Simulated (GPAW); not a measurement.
# Bi2Te3 (Tellurobismuthite) (R-3m) in GPAW: notebook

One crystal, Bi2Te3 (Tellurobismuthite), is run at these levels: TB-mBJ, PBE; tasks: single point, equation of state.

Everything below comes from runs of GPAW 26.7.0. Logs are shortened: lines on timing, memory, paths and dates and some standing lists are left out, and cuts for length are marked. The log counts tension as positive stress, the text compression.

**What was measured.**

“Vacancy and Antisite-Induced Ferromagnetism in Liquid-Phase Exfoliated Bi2Te3”, 2024, arxiv:2412.10539 quotes, for a bulk crystal of Bi2Te3: band gap 0.17 eV.

The results are compared with them further down.

## (1) Starting point

Symmetry: R-3m, No. 166, trigonal system. The conventional cell has a = 4.386 Å, b = 4.386 Å, c = 30.497 Å, α = 90.00°, β = 90.00°, γ = 120.00°. Around Bi (site symmetry 3m) lie 6 Te at 3.07 to 3.25 Å. Te (site symmetry 3m) is surrounded by 3 Bi at 3.07 Å. Te (site symmetry -3m) has 6 Bi at 3.25 Å as nearest neighbours.

## (2) Single point, TB-mBJ

Contents of run.py:

```python
from ase import Atoms
from ase.dft.bandgap import bandgap
from ase.io import write
from ase.parallel import parprint
from gpaw import GPAW, PW

atoms = Atoms(['Bi', 'Bi', 'Te', 'Te', 'Te'],
              cell=[[2.193, 1.2661291403, 10.1656666667],
                    [-2.193, 1.2661291403, 10.1656666667],
                    [0.0, -2.5322582807, 10.1656666667]],
              scaled_positions=[[0.6, 0.6, 0.6],
                                [0.4, 0.4, 0.4],
                                [0.7905, 0.7905, 0.7905],
                                [0.2095, 0.2095, 0.2095],
                                [0.0, 0.0, 0.0]],
              pbc=True)

calc = GPAW(mode=PW(600),
            xc='TB09',
            kpts={'size': (6, 6, 6), 'gamma': True},
            occupations={'name': 'fermi-dirac', 'width': 0.05},
            nbands=39,
            convergence={'density': 1e-05, 'energy': 1e-05},
            eigensolver='cg',
            maxiter=150,
            txt='gpaw.txt')
atoms.calc = calc
energy = atoms.get_potential_energy()
calc.write('gs.gpw')
write('result.traj', atoms)
parprint('Fermi level:', round(calc.get_fermi_level(), 4), 'eV')
parprint(f'Gap: {bandgap(calc)[0]:.4f} eV, direct: {bandgap(calc, direct=True)[0]:.4f} eV')
```

Potentials or basis: GPAW PAW data sets for LDA (gpaw-data 1.2.1), pw.

Launch:

```
$ OMP_NUM_THREADS=1 mpirun -n 4 gpaw python run.py
```

gpaw.txt:

```text
___ ___ ___ _ _ _
 |   |   |_  | | | |
 | | | | | . | | | |
 |__ |  _|___|_____|  26.7.0
 |___|_|

Input parameters:
  convergence: {density: 1e-05,
                energy: 1e-05}
  eigensolver: cg
  kpts: {gamma: True,
         size: (6, 6, 6)}
  maxiter: 150
  mode: {ecut: 600.0,
         name: pw}
  nbands: 39
  occupations: {name: fermi-dirac,
                width: 0.05}
  xc: TB09

System changes: positions, numbers, cell, pbc, initial_charges, initial_magmoms

Initialize ...

species:
  Bi:
    name:    Bismuth
    Z:       83.0
    valence: 15
    core:    68
    charge:  0.0  # [|e|]
    compensation charges:
      type: gauss
      rc: 0.38  # [Å]
      lmax: 2
    cutoffs:
      filter: 2.23  # [Å]
      core: 2.33  # [Å]
    projectors
    | kind |    occ | energy [eV] | rcut [Å] |
    |------|--------|-------------|----------|
    |   6s |  2.000 |     -14.665 |    1.286 |
    |   6p |  3.000 |      -4.777 |    1.275 |
    |   5d | 10.000 |     -27.225 |    1.349 |
    |    s |        |      12.546 |    1.286 |
    |    p |        |      22.434 |    1.275 |
    |    d |        |      -0.013 |    1.349 |

    Using partial waves for Bi as LCAO basis

  Te:
    name:    Tellurium
    Z:       52.0
    valence: 6
    core:    46
    charge:  0.0  # [|e|]
    compensation charges:
      type: gauss
      rc: 0.36  # [Å]
      lmax: 2
    cutoffs:
      filter: 2.09  # [Å]
      core: 3.17  # [Å]
    projectors
    | kind |    occ | energy [eV] | rcut [Å] |
    |------|--------|-------------|----------|
    |   5s |  2.000 |     -15.337 |    1.180 |
    |   5p |  4.000 |      -6.113 |    1.196 |
    |    s |        |      11.875 |    1.180 |
    |    p |        |      21.098 |    1.196 |
    |    d |        |       0.000 |    1.238 |

    Using partial waves for Te as LCAO basis

Reference energy: -1722989.183779  # eV

Spin-paired calculation

Convergence criteria:
 Maximum [total energy] change in last 3 cyles: 1e-05 eV / valence electron
 Maximum integral of absolute [dens]ity change: 1e-05 electrons / valence electron
 Maximum integral of absolute [eigenst]ate change: 4e-08 eV^2 / valence electron
 Maximum number of scf [iter]ations: 150
 (Square brackets indicate name in SCF output, whereas a 'c' in
 the SCF output indicates the quantity has converged.)

Symmetries present (total): 12

  ( 1  0  0)  ( 1  0  0)  ( 0  1  0)  ( 0  1  0)  ( 0  0  1)  ( 0  0  1)
  ( 0  1  0)  ( 0  0  1)  ( 1  0  0)  ( 0  0  1)  ( 1  0  0)  ( 0  1  0)
  ( 0  0  1)  ( 0  1  0)  ( 0  0  1)  ( 1  0  0)  ( 0  1  0)  ( 1  0  0)

  ( 0  0 -1)  ( 0  0 -1)  ( 0 -1  0)  ( 0 -1  0)  (-1  0  0)  (-1  0  0)
  ( 0 -1  0)  (-1  0  0)  ( 0  0 -1)  (-1  0  0)  ( 0  0 -1)  ( 0 -1  0)
  (-1  0  0)  ( 0 -1  0)  (-1  0  0)  ( 0  0 -1)  ( 0 -1  0)  ( 0  0 -1)

216 k-points: 6 x 6 x 6 Monkhorst-Pack grid + [1/12,1/12,1/12]
32 k-points in the irreducible part of the Brillouin zone
       k-points in crystal coordinates                weights
   0:     0.00000000    0.00000000    0.00000000          1/216
   1:     0.16666667    0.00000000   -0.16666667          6/216
   2:     0.16666667    0.00000000    0.00000000          6/216
   3:     0.16666667    0.16666667   -0.16666667          6/216
   4:     0.16666667    0.16666667    0.00000000          6/216
   5:     0.16666667    0.16666667    0.16666667          2/216
   6:     0.33333333   -0.16666667   -0.16666667          6/216
   7:     0.33333333    0.00000000   -0.33333333          6/216
   8:     0.33333333    0.00000000   -0.16666667         12/216
   9:     0.33333333    0.00000000    0.00000000          6/216
          ...
  31:     0.50000000    0.50000000    0.50000000          1/216

Wave functions: Plane wave expansion
  Cutoff energy: 600.000 eV
  Number of coefficients (min, max): 5639, 5688
  Pulay-stress correction: 0.000000 eV/Ang^3 (de/decut=0.000000)
  Using FFTW library
  ScaLapack parameters: grid=1x1, blocksize=None
  Wavefunction extrapolation:
    Improved wavefunction reuse through dual PAW basis

Occupation numbers: Fermi-Dirac:
  width: 0.0500  # eV

Eigensolver
   CG(niter=4, rtol=3.0e-01)

Densities:
  Coarse grid: 60*60*60 grid
  Fine grid: 120*120*120 grid
  Total Charge: 0.000000

Density mixing:
  Method: separate
  Backend: msr1
  Linear mixing parameter: 0.05
  old densities: 10
  Width of damping distribution: 1.1
  Damping of long wavelength oscillations: 20

Hamiltonian:
  XC and Coulomb potentials evaluated on a 120*120*120 grid
  Using the TB09 Exchange-Correlation functional
  External potential:
    NoExternalPotential

XC parameters: TB09 with 2 nearest neighbor stencil

Parallelization over k-points: 4

Number of atoms: 5
Number of atomic orbitals: 30
Number of bands in calculation: 39
Number of valence electrons: 48
Bands to converge: occupied

... initialized

Initializing position-dependent things.

Density initialized from atomic densities
Creating initial wave functions:
  30 bands from LCAO basis set
  9 bands from random numbers

       Te

       Bi

       Bi

       Te

       Te

Atomic positions and initial magnetic moments

Positions:
   0 Bi     0.000000   -0.000000   18.298200    ( 0.0000,  0.0000,  0.0000)
   1 Bi     0.000000   -0.000000   12.198800    ( 0.0000,  0.0000,  0.0000)
   2 Te     0.000000   -0.000000   24.107879    ( 0.0000,  0.0000,  0.0000)
   3 Te     0.000000   -0.000000    6.389122    ( 0.0000,  0.0000,  0.0000)
   4 Te     0.000000    0.000000    0.000000    ( 0.0000,  0.0000,  0.0000)

Unit cell:
           periodic     x           y           z      points  spacing
  1. axis:    yes    2.193000    1.266129   10.165667    60     0.0628
  2. axis:    yes   -2.193000    1.266129   10.165667    60     0.0628
  3. axis:    yes    0.000000   -2.532258   10.165667    60     0.0628

  Lengths:  10.476312  10.476312  10.476312
  Angles:   24.166112  24.166112  24.166112

Effective grid spacing dv^(1/3) = 0.0922

iter:   1 34681.605221
iter:   2 34683.218167   +1.44  -0.82
iter:   3 34688.613004   +0.59  -0.89
iter:   4 34687.637938   -0.12  -1.38
iter:   5 34689.922889   -0.87  -1.30
iter:   6 34692.212760   -1.13  -1.41
iter:   7 34695.309141   -1.36  -1.51
iter:   8 34695.663927   -1.94  -1.70
iter:   9 34697.881147   -1.86  -1.80
iter:  10 34695.217006   -1.74  -1.75
iter:  11 34695.331635   -2.05  -1.93
iter:  12 34694.944456   -2.36  -2.39
iter:  13 34695.115069   -2.76  -2.27
iter:  14 34695.415399   -2.97  -2.45
iter:  15 34695.061426   -3.25  -2.80
iter:  16 34695.079615   -3.28  -2.65
iter:  17 34695.258692   -3.42  -2.72
iter:  18 34695.264236   -3.04  -2.64
iter:  19 34695.179438   -3.62  -2.49
iter:  20 34695.162629   -4.18  -2.52
iter:  21 34695.155365   -4.46  -2.58
iter:  22 34695.115373   -4.41  -2.69
iter:  23 34695.090652   -4.61  -2.74
iter:  24 34695.054022   -4.29  -3.09
iter:  25 34695.046516   -5.04  -3.65
iter:  26 34695.046292   -5.24  -4.00
iter:  27 34695.045185   -5.62  -3.95
iter:  28 34695.047307   -5.85  -3.80
iter:  29 34695.047838   -6.07  -4.10
iter:  30 34695.047658   -6.45  -4.26
iter:  31 34695.046092   -6.94  -4.70
iter:  32 34695.047188   -6.94  -4.62
iter:  33 34695.046612   -7.08  -4.90
iter:  34 34695.046845   -7.37  -4.82
iter:  35 34695.046851c  -7.76c -5.11c

Converged after 35 iterations.

Dipole moment: (-0.000000, 0.000000, -0.000000) |e|*Ang

Energy contributions relative to reference atoms: (reference = -1722989.183779)

Kinetic:        +44.664174
Potential:      -38.591559
External:        +0.000000
XC:            +34694.549803
Entropy (-ST):   -0.000031
Local:           -5.575551
SIC:             +0.000000
--------------------------
Free energy:   +34695.046836
Extrapolated:  +34695.046851

Showing only first 2 kpts
 Kpt  Band  Eigenvalues  Occupancy
  0    22      4.93663    2.00000
  0    23      5.95376    1.99290
  0    24      6.52597    0.00600
  0    25      6.66190    0.00040

  1    22      5.15885    2.00000
  1    23      5.40748    2.00000
  1    24      6.91083    0.00000
  1    25      7.36972    0.00000

Fermi level: 6.23564

Gap: 0.572 eV
Transition (v -> c):
  (s=0, k=0, n=23, [0.00, 0.00, 0.00]) -> (s=0, k=0, n=24, [0.00, 0.00, 0.00])
No difference between direct/indirect transitions
Writing to gs.gpw (mode='')
```

Run time: 6 min. Hardware: 4 MPI ranks of Arm Neoverse V2, shared host; peak memory 0.74 GiB.

What came out:

| Item | Value |
| --- | --- |
| Band gap on the k mesh | 0.57 eV, direct |

Levels at points of the mesh, in eV from the valence-band top:
```csv
k point,band 20,band 21,band 22,band 23,band 24,band 25,band 26,band 27,band 28,band 29
"(0.00, 0.00, 0.00)",-1.83,-1.83,-1.02,-1.02,0.00,0.57,0.71,0.71,2.12,2.18
"(0.50, 0.00, 0.00)",-3.21,-2.98,-2.41,-1.07,-0.54,0.77,1.12,2.81,2.98,3.60
"(0.50, 0.50, 0.00)",-2.44,-2.00,-1.79,-1.65,-1.02,1.00,1.66,2.07,2.77,2.78
"(0.50, 0.50, 0.50)",-1.54,-1.50,-1.29,-1.29,-0.37,1.00,1.17,1.17,1.70,1.70
```

Caveat: a model potential gives levels but no total energy; the PAW data sets were made with another functional, which shifts forces and pressure a little; spin-orbit coupling is left out, which as a rule narrows the gap of such compounds by several tenths of an eV.

## (3) Equation of state, PBE

Contents of run.py:

```python
from ase import Atoms
from ase.eos import EquationOfState
from ase.io import Trajectory
from ase.units import GPa
from ase.parallel import parprint
from gpaw import GPAW, PW

atoms = Atoms(['Bi', 'Bi', 'Te', 'Te', 'Te'],
              cell=[[2.193, 1.2661291403, 10.1656666667],
                    [-2.193, 1.2661291403, 10.1656666667],
                    [0.0, -2.5322582807, 10.1656666667]],
              scaled_positions=[[0.6, 0.6, 0.6],
                                [0.4, 0.4, 0.4],
                                [0.7905, 0.7905, 0.7905],
                                [0.2095, 0.2095, 0.2095],
                                [0.0, 0.0, 0.0]],
              pbc=True)

traj = Trajectory('eos.traj', 'w')
volumes, energies = [], []
for x in [0.94, 0.96, 0.98, 1.0, 1.02, 1.04, 1.06]:
    a = atoms.copy()
    a.set_cell(atoms.cell * x**(1 / 3), scale_atoms=True)
    calc = GPAW(mode=PW(600),
                xc='PBE',
                kpts={'size': (5, 5, 5), 'gamma': True},
                occupations={'name': 'fermi-dirac', 'width': 0.05},
                nbands=39,
                convergence={'density': 1e-05, 'energy': 1e-05},
                maxiter=150,
                txt=f'eos-{x:.2f}.txt')
    a.calc = calc
    energies.append(a.get_potential_energy(force_consistent=True))
    volumes.append(a.get_volume())
    p = -a.get_stress()[:3].mean() / GPa
    calc.write(f'eos-{x:.2f}.gpw')
    traj.write(a)
    parprint(f'{x:.2f} {volumes[-1]:10.4f} A^3 {energies[-1]:14.6f} eV {p:9.3f} GPa', flush=True)

v0, e0, B = EquationOfState(volumes, energies, eos='birchmurnaghan').fit()
parprint(f'V0 = {v0:.4f} A^3, E0 = {e0:.6f} eV, B0 = {B / GPa:.2f} GPa')
```

Potentials or basis: GPAW PAW data sets (gpaw-data 1.2.1), pw.

Launch:

```
$ OMP_NUM_THREADS=1 mpirun -n 4 gpaw python run.py
```

Run time: 10 min. Hardware: 4 MPI ranks of Arm Neoverse V1, shared host; peak memory 1.2 GiB.

It converged, with:

```yaml
Equilibrium_volume: 35.02 Å³/atom
Bulk_modulus_at_fixed_shape_and_positions: 47 GPa
Pressure_derivative_of_the_bulk_modulus: 4.5
```

Energy against volume, from the lowest point:
```tsv
volume (Å³/atom)	energy (meV/atom)
31.839	50.40
32.517	29.95
33.194	15.25
33.871	5.70
34.549	0.78
35.226	0.00
35.904	2.95
```

Caveat: the cell was scaled at fixed shape and fractional positions, which overstates the stiffness of a crystal with free parameters, most of all of layers and chains; spin-orbit coupling is left out, which moves the levels of the heavy elements; the program warned that so skewed a cell can give wrong results.

## (4) How close it comes

Step 2. Measured gap of Bi2Te3: 0.17 eV (quoted in “Vacancy and Antisite-Induced Ferromagnetism in Liquid-Phase Exfoliated Bi2Te3”, 2024, arxiv:2412.10539). This calculation gives 0.57 eV (+0.40 eV). Spin-orbit coupling on Bi, Te is left out. The value is that of TB-mBJ on a finite k mesh, which can miss the band edges, without temperature or zero-point motion.
